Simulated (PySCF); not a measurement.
**[La(H2O)8]3+: how settings move a single point**

Which settings matter for [La(H2O)8]3+? Each run alters one on purpose. It is a constructed species; whether it can be made isn't addressed.

Method: PBE, La lcecp-1-SVP with ECP46, O def2-SVP, H def2-SVP; scalar-relativistic core potentials, no spin–orbit coupling; program: PySCF 2.14.0.

2 further runs of the same task are left out: 1 for a known fault of the program, 1 that didn't finish.

## 1. The starting structure

25 atoms, charge 3, spin multiplicity 1.

Bond lengths: La1–O2 2.593 Å, La1–O5 2.593 Å, La1–O8 2.593 Å, La1–O11 2.593 Å, La1–O14 2.593 Å, La1–O17 2.593 Å, La1–O20 2.593 Å, La1–O23 2.593 Å, O2–H3 0.982 Å, O2–H4 0.982 Å, O5–H6 0.982 Å, O5–H7 0.982 Å, O8–H9 0.982 Å, O8–H10 0.982 Å, O11–H12 0.982 Å, O11–H13 0.982 Å, O14–H15 0.982 Å, O14–H16 0.982 Å and more. Angles: O2–La1–O5 75.2°, O2–La1–O8 119.2°, O2–La1–O11 75.2°, O2–La1–O14 74.4°, O2–La1–O17 141.5°, O2–La1–O20 141.5°, O2–La1–O23 74.4°, O5–La1–O8 75.2°, O5–La1–O11 119.2°, O5–La1–O14 74.4°, O5–La1–O17 74.4°, O5–La1–O20 141.5°, O5–La1–O23 141.5°, O8–La1–O11 75.2°, O8–La1–O14 141.5°, O8–La1–O17 74.4°, O8–La1–O20 74.4°, O8–La1–O23 141.5° and more.

As a file:

```xyz
25
charge 3, multiplicity 1
La    0.00000    0.00000    0.00000
O     2.23579    0.00004    1.31242
H     2.42718    0.00004    2.27586
H     3.12648    0.00005    0.89912
O    -0.00004    2.23579    1.31242
H    -0.00004    2.42718    2.27586
H    -0.00005    3.12648    0.89912
O    -2.23579   -0.00004    1.31242
H    -2.42718   -0.00004    2.27586
H    -3.12648   -0.00005    0.89912
O     0.00004   -2.23579    1.31242
H     0.00004   -2.42718    2.27586
H     0.00005   -3.12648    0.89912
O     1.58092    1.58097   -1.31242
H     2.21072    2.21079   -0.89912
H     1.71625    1.71630   -2.27586
O    -1.58097    1.58092   -1.31242
H    -2.21079    2.21072   -0.89912
H    -1.71630    1.71625   -2.27586
O    -1.58092   -1.58097   -1.31242
H    -2.21072   -2.21079   -0.89912
H    -1.71625   -1.71630   -2.27586
O     1.58097   -1.58092   -1.31242
H     2.21079   -2.21072   -0.89912
H     1.71630   -1.71625   -2.27586
```

Formal oxidation states: La +3. The 4f shell is empty and lies in the core potential. An earlier session relaxed this geometry at PBE, La lcecp-1-SVP with ECP46, O def2-SVP, H def2-SVP (singlet, point group D4d). Its vibrations showed it to be a saddle point, relaxed within its symmetry.

The sound run used a (50, 194) grid (finer on f atoms), a threshold of 1e-8 and at most 55 cycles, and ended at -641.198699 Eh.

## 2. Altered run 1

Input file run.py (the lines that set the calculation):

```python
mol = gto.M(atom='''
La     0.00000     0.00000     0.00000
O      2.23579     0.00004     1.31242
H      2.42718     0.00004     2.27586
H      3.12648     0.00005     0.89912
O     -0.00004     2.23579     1.31242
H     -0.00004     2.42718     2.27586
H     -0.00005     3.12648     0.89912
O     -2.23579    -0.00004     1.31242
H     -2.42718    -0.00004     2.27586
H     -3.12648    -0.00005     0.89912
O      0.00004    -2.23579     1.31242
H      0.00004    -2.42718     2.27586
H      0.00005    -3.12648     0.89912
O      1.58092     1.58097    -1.31242
H      2.21072     2.21079    -0.89912
H      1.71625     1.71630    -2.27586
O     -1.58097     1.58092    -1.31242
H     -2.21079     2.21072    -0.89912
H     -1.71630     1.71625    -2.27586
O     -1.58092    -1.58097    -1.31242
H     -2.21072    -2.21079    -0.89912
H     -1.71625    -1.71630    -2.27586
O      1.58097    -1.58092    -1.31242
H      2.21079    -2.21072    -0.89912
H      1.71630    -1.71625    -2.27586''',
    basis={'La': 'lcecp-1-SVP', 'O': 'def2-SVP', 'H': 'def2-SVP'},
    ecp={'La': 'lcecp-1-SVP'},
    charge=3, spin=0)
mf = dft.RKS(mol, xc='PBE')
mf.grids.atom_grid = (50, 194)  # f atoms: unpruned, at least (60, 302)
mf = mf.density_fit()  # fitting sets: La AutoAux, O def2-universal-JKFIT, H def2-universal-JKFIT
mf.conv_tol = 0.0001; mf.max_cycle = 55
mf.kernel(dm0)  # dm0: free metal ions and neutral atoms
```

Command:

```sh
> OMP_NUM_THREADS=4 python run.py
```

Standard output:

```text
init E= -632.715408094865
  HOMO = -1.02182013030945  LUMO = -0.677845221101233  gap/eV = 9.36003
cycle= 1 E= -638.747642501935  delta_E= -6.03  |g|= 3.65  |ddm|= 4.36
cycle= 2 E= -628.229190386294  delta_E= 10.5  |g|= 7.13  |ddm|= 11.7
  HOMO = -0.753735427015864  LUMO = -0.45638305084579  gap/eV = 8.09137
cycle= 3 E= -641.080647452625  delta_E= -12.9  |g|= 0.707  |ddm|= 10.8
  HOMO = -0.70151456190263  LUMO = -0.530360272303803  gap/eV = 4.65735
cycle= 4 E= -641.185079300414  delta_E= -0.104  |g|= 0.225  |ddm|= 1.03
  HOMO = -0.679228268090162  LUMO = -0.478735508879527  gap/eV = 5.45569
cycle= 5 E= -641.198464035131  delta_E= -0.0134  |g|= 0.0277  |ddm|= 0.342
  HOMO = -0.680167627430051  LUMO = -0.483932833646818  gap/eV = 5.33982
cycle= 6 E= -641.198694153166  delta_E= -0.00023  |g|= 0.00446  |ddm|= 0.0413
  HOMO = -0.67988354462786  LUMO = -0.483601081908347  gap/eV = 5.34112
cycle= 7 E= -641.198699162919  delta_E= -5.01e-06  |g|= 0.000935  |ddm|= 0.00523
  HOMO = -0.6797719317126  LUMO = -0.48352595539793  gap/eV = 5.34013
Extra cycle  E= -641.198699106229  delta_E= 5.67e-08  |g|= 0.00113  |ddm|= 0.00158
converged SCF energy = -641.198699106229
```

It took 39 s on 4 threads of Arm Neoverse V2, shared host.

Changed: the SCF threshold (0.0001). It converges in 7 cycles, at the sound run's energy within 0.001 eV, with a largest force component of 0.01 eV/Å. The result survives the change.

## 3. Altered run 2

Edit run.py (the lines that set the calculation) of step 2 so:

```diff
@@ -32,3 +32,3 @@
 mf = mf.density_fit()  # fitting sets: La AutoAux, O def2-universal-JKFIT, H def2-universal-JKFIT
-mf.conv_tol = 0.0001; mf.max_cycle = 55
-mf.kernel(dm0)  # dm0: free metal ions and neutral atoms
+mf.conv_tol = 1e-08; mf.max_cycle = 55
+mf.kernel(dm0)  # dm0: smeared density
```

Command:

```sh
> OMP_NUM_THREADS=4 python run.py
```

Standard output:

```text
init E= -641.151753825028
  HOMO = -0.682597176551981  LUMO = -0.477640963796912  gap/eV = 5.57714
cycle= 1 E= -641.198038157264  delta_E= -0.0463  |g|= 0.0506  |ddm|= 0.125
  HOMO = -0.676142939719222  LUMO = -0.488774488106554  gap/eV = 5.09856
cycle= 2 E= -641.197227001169  delta_E= 0.000811  |g|= 0.0855  |ddm|= 0.139
  HOMO = -0.680489079259608  LUMO = -0.485540108781038  gap/eV = 5.30483
cycle= 3 E= -641.198675399706  delta_E= -0.00145  |g|= 0.00936  |ddm|= 0.0676
  HOMO = -0.679748482526546  LUMO = -0.483506288776663  gap/eV = 5.34002
cycle= 4 E= -641.198699128539  delta_E= -2.37e-05  |g|= 0.00101  |ddm|= 0.0147
  HOMO = -0.679828483164993  LUMO = -0.483552117822175  gap/eV = 5.34095
cycle= 5 E= -641.198699339133  delta_E= -2.11e-07  |g|= 0.000194  |ddm|= 0.000952
  HOMO = -0.679834081174748  LUMO = -0.483558913154688  gap/eV = 5.34092
cycle= 6 E= -641.198699342577  delta_E= -3.44e-09  |g|= 0.000144  |ddm|= 0.000223
  HOMO = -0.679833833494931  LUMO = -0.483559776419682  gap/eV = 5.34089
cycle= 7 E= -641.198699346333  delta_E= -3.76e-09  |g|= 1.57e-05  |ddm|= 0.000103
  HOMO = -0.67983431444308  LUMO = -0.483559406495321  gap/eV = 5.34091
Extra cycle  E= -641.198699346293  delta_E= 4.05e-11  |g|= 2.23e-05  |ddm|= 2.69e-05
converged SCF energy = -641.198699346293
```

Wall time 27 s (4 threads of Arm Neoverse V2, shared host).

Changed: the starting guess (smeared density). It converges in 7 cycles, at the sound run's energy within 0.001 eV, with a largest force component of 0.00 eV/Å. The result survives the change.

## 4. Altered run 3

Input file run.py (the lines that set the calculation):

```python
mol = gto.M(atom='''
La     0.00000     0.00000     0.00000
O      2.50409     0.00004     1.46991
H      2.71844     0.00004     2.54896
H      3.50166     0.00005     1.00701
O     -0.00004     2.50409     1.46991
H     -0.00004     2.71844     2.54896
H     -0.00005     3.50166     1.00701
O     -2.50409    -0.00004     1.46991
H     -2.71844    -0.00004     2.54896
H     -3.50166    -0.00005     1.00701
O      0.00004    -2.50409     1.46991
H      0.00004    -2.71844     2.54896
H      0.00005    -3.50166     1.00701
O      1.77063     1.77069    -1.46991
H      2.47601     2.47608    -1.00701
H      1.92220     1.92226    -2.54896
O     -1.77069     1.77063    -1.46991
H     -2.47608     2.47601    -1.00701
H     -1.92226     1.92220    -2.54896
O     -1.77063    -1.77069    -1.46991
H     -2.47601    -2.47608    -1.00701
H     -1.92220    -1.92226    -2.54896
O      1.77069    -1.77063    -1.46991
H      2.47608    -2.47601    -1.00701
H      1.92226    -1.92220    -2.54896''',
    basis={'La': 'lcecp-1-SVP', 'O': 'def2-SVP', 'H': 'def2-SVP'},
    ecp={'La': 'lcecp-1-SVP'},
    charge=3, spin=0)
mf = dft.RKS(mol, xc='PBE')
mf.grids.atom_grid = (50, 194)  # f atoms: unpruned, at least (60, 302)
mf = mf.density_fit()  # fitting sets: La AutoAux, O def2-universal-JKFIT, H def2-universal-JKFIT
mf.conv_tol = 1e-08; mf.max_cycle = 55
mf.kernel(dm0)  # dm0: free metal ions and neutral atoms
```

Command:

```sh
> OMP_NUM_THREADS=4 python run.py
```

Standard output:

```text
init E= -631.74148586372
  HOMO = -0.94989327314901  LUMO = -0.636161055914797  gap/eV = 8.53709
cycle= 1 E= -638.175521328863  delta_E= -6.43  |g|= 3.78  |ddm|= 3.97
  HOMO = -0.302146667042679  LUMO = -0.28657166589752  gap/eV = 0.42382
cycle= 2 E= -617.42300493876  delta_E= 20.8  |g|= 8.27  |ddm|=   12
  HOMO = -0.696565001482319  LUMO = -0.437744202893558  gap/eV = 7.04287
cycle= 3 E= -640.708492437599  delta_E= -23.3  |g|= 0.977  |ddm|= 11.1
  HOMO = -0.671879397826624  LUMO = -0.564770429106375  gap/eV = 2.91458
cycle= 4 E= -640.948621953737  delta_E= -0.24  |g|= 0.398  |ddm|= 1.92
  HOMO = -0.634290406176109  LUMO = -0.488172449166058  gap/eV = 3.97607
cycle= 5 E= -640.989743549297  delta_E= -0.0411  |g|= 0.0603  |ddm|= 0.536
  HOMO = -0.636914004048908  LUMO = -0.501550089638897  gap/eV = 3.68344
cycle= 6 E= -640.99104233518  delta_E= -0.0013  |g|= 0.0084  |ddm|= 0.0963
  HOMO = -0.63633814633522  LUMO = -0.500886841140929  gap/eV = 3.68582
cycle= 7 E= -640.991059545502  delta_E= -1.72e-05  |g|= 0.00248  |ddm|= 0.00892
  HOMO = -0.636284188557028  LUMO = -0.500858341925831  gap/eV = 3.68512
cycle= 8 E= -640.991060567907  delta_E= -1.02e-06  |g|= 0.00134  |ddm|= 0.0023
  HOMO = -0.636269073743726  LUMO = -0.500861925416935  gap/eV = 3.68462
cycle= 9 E= -640.991060884205  delta_E= -3.16e-07  |g|= 0.000404  |ddm|= 0.000957
  HOMO = -0.636251949474481  LUMO = -0.500867542491395  gap/eV = 3.68400
cycle= 10 E= -640.991060916492  delta_E= -3.23e-08  |g|= 2.85e-05  |ddm|= 0.000281
  HOMO = -0.636249807384794  LUMO = -0.500864499233728  gap/eV = 3.68402
cycle= 11 E= -640.991060916659  delta_E= -1.67e-10  |g|= 2.83e-06  |ddm|= 2.62e-05
  HOMO = -0.636250115889372  LUMO = -0.500866034125913  gap/eV = 3.68399
Extra cycle  E= -640.991060916657  delta_E= 2.27e-12  |g|= 2.14e-06  |ddm|= 1.11e-05
converged SCF energy = -640.991060916657
```

Wall time 25 s (4 threads of Arm Neoverse V2, shared host).

Changed: the scale of all coordinates (1.12). It converges in 11 cycles, +5.650 eV from the sound run, with a largest force component of 3.75 eV/Å. The setting is unsound, so these numbers aren't the compound's.

## 5. Altered run 4

Input file run.py (the lines that set the calculation):

```python
mol = gto.M(atom='''
La     0.00000     0.00000     0.00000
O      2.23579     0.00004     1.31242
H      2.42718     0.00004     2.27586
H      3.12648     0.00005     0.89912
O     -0.00004     2.23579     1.31242
H     -0.00004     2.42718     2.27586
H     -0.00005     3.12648     0.89912
O     -2.23579    -0.00004     1.31242
H     -2.42718    -0.00004     2.27586
H     -3.12648    -0.00005     0.89912
O      0.00004    -2.23579     1.31242
H      0.00004    -2.42718     2.27586
H      0.00005    -3.12648     0.89912
O      1.58092     1.58097    -1.31242
H      2.21072     2.21079    -0.89912
H      1.71625     1.71630    -2.27586
O     -1.58097     1.58092    -1.31242
H     -2.21079     2.21072    -0.89912
H     -1.71630     1.71625    -2.27586
O     -1.58092    -1.58097    -1.31242
H     -2.21072    -2.21079    -0.89912
H     -1.71625    -1.71630    -2.27586
O      1.58097    -1.58092    -1.31242
H      2.21079    -2.21072    -0.89912
H      1.71630    -1.71625    -2.27586''',
    basis={'La': 'lcecp-1-SVP', 'O': 'def2-SVP', 'H': 'def2-SVP'},
    ecp={'La': 'lcecp-1-SVP'},
    charge=3, spin=0)
mf = dft.RKS(mol, xc='PBE')
mf.grids.atom_grid = (99, 590)  # f atoms: unpruned, at least (60, 302)
mf = mf.density_fit()  # fitting sets: La AutoAux, O def2-universal-JKFIT, H def2-universal-JKFIT
mf.conv_tol = 1e-08; mf.max_cycle = 55
mf.kernel(dm0)  # dm0: free metal ions and neutral atoms
```

Command:

```sh
> OMP_NUM_THREADS=4 python run.py
```

Standard output:

```text
init E= -632.715398568995
  HOMO = -1.02182042420042  LUMO = -0.677839219162458  gap/eV = 9.36021
cycle= 1 E= -638.747668009227  delta_E= -6.03  |g|= 3.65  |ddm|= 4.36
cycle= 2 E= -628.227514140632  delta_E= 10.5  |g|= 7.13  |ddm|= 11.7
  HOMO = -0.753761933118501  LUMO = -0.456396428487579  gap/eV = 8.09173
cycle= 3 E= -641.080622187402  delta_E= -12.9  |g|= 0.707  |ddm|= 10.8
  HOMO = -0.701525695261732  LUMO = -0.530352077393438  gap/eV = 4.65787
cycle= 4 E= -641.185085042166  delta_E= -0.104  |g|= 0.225  |ddm|= 1.03
  HOMO = -0.67924080663502  LUMO = -0.47869577538528  gap/eV = 5.45711
cycle= 5 E= -641.198474540332  delta_E= -0.0134  |g|= 0.0277  |ddm|= 0.342
  HOMO = -0.680180835099993  LUMO = -0.483896178743475  gap/eV = 5.34118
cycle= 6 E= -641.198704891339  delta_E= -0.00023  |g|= 0.00447  |ddm|= 0.0413
  HOMO = -0.679896784209139  LUMO = -0.483564543165453  gap/eV = 5.34247
cycle= 7 E= -641.198709894907  delta_E= -5e-06  |g|= 0.000972  |ddm|= 0.00523
  HOMO = -0.679855785181157  LUMO = -0.483518421783842  gap/eV = 5.34261
cycle= 8 E= -641.198710073839  delta_E= -1.79e-07  |g|= 0.000305  |ddm|= 0.000881
  HOMO = -0.679851824602094  LUMO = -0.48352165551481  gap/eV = 5.34242
cycle= 9 E= -641.198710088868  delta_E= -1.5e-08  |g|= 0.000116  |ddm|= 0.000256
  HOMO = -0.679848300116142  LUMO = -0.483524236407955  gap/eV = 5.34225
cycle= 10 E= -641.198710091393  delta_E= -2.52e-09  |g|= 1.37e-05  |ddm|= 8.98e-05
  HOMO = -0.679845613201443  LUMO = -0.483522250097721  gap/eV = 5.34223
Extra cycle  E= -641.198710091327  delta_E= 6.66e-11  |g|= 2.36e-05  |ddm|= 2.65e-05
converged SCF energy = -641.198710091327
```

Wall time 57 s (4 threads of Arm Neoverse V2, shared host).

Changed: the integration grid, to (99, 590). It converges in 10 cycles, at the sound run's energy within 0.001 eV, with a largest force component of 0.00 eV/Å. The result survives the change.

## 6. Altered run 5

Edit run.py (the lines that set the calculation) of step 5 so:

```diff
@@ -4,3 +4,3 @@
 H      2.42718     0.00004     2.27586
-H      3.12648     0.00005     0.89912
+H      1.05715     0.00002     0.30402
 O     -0.00004     2.23579     1.31242
@@ -30,5 +30,5 @@
 mf = dft.RKS(mol, xc='PBE')
-mf.grids.atom_grid = (99, 590)  # f atoms: unpruned, at least (60, 302)
+mf.grids.atom_grid = (50, 194)  # f atoms: unpruned, at least (60, 302)
 mf = mf.density_fit()  # fitting sets: La AutoAux, O def2-universal-JKFIT, H def2-universal-JKFIT
-mf.conv_tol = 1e-08; mf.max_cycle = 55
+mf.conv_tol = 1e-08; mf.max_cycle = 76
 mf.kernel(dm0)  # dm0: free metal ions and neutral atoms
```

Command:

```sh
> OMP_NUM_THREADS=4 python run.py
```

Standard output:

```text
init E= -632.490708771789
  HOMO = -1.00029854480023  LUMO = -0.837084057835781  gap/eV = 4.44129
cycle= 1 E= -638.027158334027  delta_E= -5.54  |g|= 3.65  |ddm|= 4.69
  HOMO = -0.37217961106555  LUMO = -0.360040146490694  gap/eV = 0.33033
cycle= 2 E= -622.951812067797  delta_E= 15.1  |g|= 7.49  |ddm|= 10.7
  HOMO = -0.575744890110346  LUMO = -0.497293547907464  gap/eV = 2.13477
cycle= 3 E= -639.62780065474  delta_E= -16.7  |g|= 1.82  |ddm|= 9.57
  HOMO = -0.598656197424692  LUMO = -0.592580923421089  gap/eV = 0.16532
cycle= 4 E= -640.157661946617  delta_E= -0.53  |g|= 1.28  |ddm|= 3.25
  HOMO = -0.689249866786755  LUMO = -0.644294076644869  gap/eV = 1.22331
cycle= 5 E= -640.397791458696  delta_E= -0.24  |g|= 0.718  |ddm|=  2.1
  HOMO = -0.623107174696376  LUMO = -0.601599287476702  gap/eV = 0.58526
cycle= 6 E= -640.514446545012  delta_E= -0.117  |g|= 0.26  |ddm|= 1.04
  HOMO = -0.629579933369076  LUMO = -0.603581392841598  gap/eV = 0.70746
cycle= 7 E= -640.525133097165  delta_E= -0.0107  |g|= 0.114  |ddm|= 0.239
  HOMO = -0.640185219878031  LUMO = -0.615496139020845  gap/eV = 0.67182
cycle= 8 E= -640.527782252469  delta_E= -0.00265  |g|= 0.0219  |ddm|= 0.128
  HOMO = -0.640262143327838  LUMO = -0.613838992463034  gap/eV = 0.71901
cycle= 9 E= -640.527928704715  delta_E= -0.000146  |g|= 0.00636  |ddm|= 0.0585
  HOMO = -0.64008028824578  LUMO = -0.614067693708691  gap/eV = 0.70784
cycle= 10 E= -640.527943132817  delta_E= -1.44e-05  |g|= 0.000842  |ddm|= 0.0134
  HOMO = -0.640073896889803  LUMO = -0.614058449703897  gap/eV = 0.70792
cycle= 11 E= -640.527943228678  delta_E= -9.59e-08  |g|= 0.000515  |ddm|= 0.00112
  HOMO = -0.640100354066448  LUMO = -0.614058322758755  gap/eV = 0.70864
cycle= 12 E= -640.527943260381  delta_E= -3.17e-08  |g|= 0.000287  |ddm|= 0.000754
  HOMO = -0.640087306501233  LUMO = -0.614064173771197  gap/eV = 0.70813
cycle= 13 E= -640.527943281109  delta_E= -2.07e-08  |g|= 6.12e-05  |ddm|= 0.000373
  HOMO = -0.640085864790883  LUMO = -0.61406403934896  gap/eV = 0.70809
cycle= 14 E= -640.527943281925  delta_E= -8.15e-10  |g|= 1e-05  |ddm|= 7.15e-05
  HOMO = -0.640084860377303  LUMO = -0.614063687733996  gap/eV = 0.70807
Extra cycle  E= -640.527943281846  delta_E= 7.91e-11  |g|= 2.19e-05  |ddm|= 3.04e-05
converged SCF energy = -640.527943281846
```

It took 34 s on 4 threads of Arm Neoverse V2, shared host.

Changed: one atom's place (atom 4 put 1.1 Å from the metal); the cycle limit is 76. It converges in 14 cycles, +18.252 eV from the sound run, with a largest force component of 46.30 eV/Å. The setting is unsound, so these numbers aren't the compound's.

## 7. Side by side

| run | changed | ending | energy change (eV) | cycles | time | usable |
| --- | --- | --- | --- | --- | --- | --- |
| 1 | the SCF threshold | converged | 0.000 | 7 | 39 s | yes |
| 2 | the starting guess | converged | 0.000 | 7 | 27 s | yes |
| 3 | the scale of all coordinates | converged | +5.650 | 11 | 25 s | no |
| 4 | the integration grid | converged | 0.000 | 10 | 57 s | yes |
| 5 | one atom's place | converged | +18.252 | 14 | 34 s | no |

3 of 5 altered runs give a usable result. 2 ended normally with numbers unfit to quote.
